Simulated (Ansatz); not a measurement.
# TaGe3: the cost of one run

Computed with Ansatz 0.2.0 (DFT PBE, scalar-relativistic, plane waves, PAW, unless a step's input says otherwise).

### 1 The system as given

It takes space group Pm-3m (No. 221, cubic). The conventional cell has a = 4.088 Å, b = 4.088 Å, c = 4.088 Å, α = 90.00°, β = 90.00°, γ = 90.00°. Ta (site symmetry m-3m) has 12 Ge at 2.89 Å as nearest neighbours. Ge (site symmetry 4/mmm) has 4 Ta at 2.89 Å and 8 Ge at 2.89 Å as nearest neighbours.

Structure file:

```cif
data_structure
_symmetry_space_group_name_H-M 'Pm-3m'
_symmetry_Int_Tables_number 221
_cell_length_a 4.0880
_cell_length_b 4.0880
_cell_length_c 4.0880
_cell_angle_alpha 90.000
_cell_angle_beta 90.000
_cell_angle_gamma 90.000
_cell_volume 68.32
loop_
_atom_site_label
_atom_site_type_symbol
_atom_site_symmetry_multiplicity
_atom_site_Wyckoff_symbol
_atom_site_fract_x
_atom_site_fract_y
_atom_site_fract_z
_atom_site_occupancy
Ta1 Ta 1 a 0.00000 0.00000 0.00000 1
Ge1 Ge 3 c 0.00000 0.50000 0.50000 1
```

This is candidate A: Cu3Au (L1_2) type (Pm-3m, No. 221).

(A quick probe on a coarse mesh, which set the mesh and smearing, is not shown.)

### 3 Full relaxation (candidate A)

Input file input.yaml:

```yaml
crystal:
  lattice:
    - [4.088037381, 0.0, 0.0]
    - [0.0, 4.088037381, 0.0]
    - [0.0, 0.0, 4.088037381]
  atoms:
    - { symbol: Ta, position: [0.0, 0.0, 0.0] }
    - { symbol: Ge, position: [0.0, 0.5, 0.5] }
    - { symbol: Ge, position: [0.5, 0.0, 0.5] }
    - { symbol: Ge, position: [0.5, 0.5, 0.0] }
basis:
  ecutwfc: 420
kpoints:
  mp_grid: { grid: [12, 12, 12] }
hamiltonian:
  xc: pbe
scf:
  occupations: { method: gaussian, width: 0.1 }
output:
  forces: true
  stress: true
  eigenvalues: true
  write_density: true
  write_potential: true
  elf: true
  volumetric_format: npy
relax:
  adjacent_minimum: "off"
  f_tol: 0.01
  max_steps: 80
  cell: { stress_tol: 0.05 }
```

The run is started by

```sh
$ ansatz run input.yaml --threads 1 --pin off --max-ram 2560MiB --backend cpu --events-out ev --progress --plain --runs-dir out
```

Q: Estimate wall time and peak memory on 1 thread of Arm Neoverse V1, shared host.

About 66 s, with a peak of 0.44 GiB.
